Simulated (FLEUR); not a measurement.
## GaGe: equation of state with LDA

Crystal: GaGe.

```
Ge Ga
1.0
     0.00000    2.89784    2.89784
     2.89784    0.00000    2.89784
     2.89784    2.89784    0.00000
Ge Ga
1 1
Cartesian
  0.0000 0.0000 0.0000
  1.4489 1.4489 1.4489
```

The cell comes from a database or a generator and needn't be the stable form of this composition.

| Item | Value |
| --- | --- |
| Program | FLEUR MaX-R8.1 (later development tree) |
| Task | equation of state |
| Functional | LDA |
| Potentials or basis | all-electron |
| Basis | FLAPW |
| Kmax | 4.6 1/bohr |
| k mesh | 8 × 8 × 8 |
| Occupations | fermi-dirac, width 0.05 eV |
| Spin | no spin polarisation |

| Item | Value |
| --- | --- |
| Equilibrium volume | 22.43 Å³/atom (rough: see the caveat) |
| Bulk modulus | 63 GPa (rough) |

Energy against volume, from the lowest point:
```tsv
volume (Å³/atom)	energy (meV/atom)
22.875	0.00
23.361	5.29
24.335	25.14
25.308	54.85
25.795	72.64
```

Caveat: the minimum lies outside the volumes run.
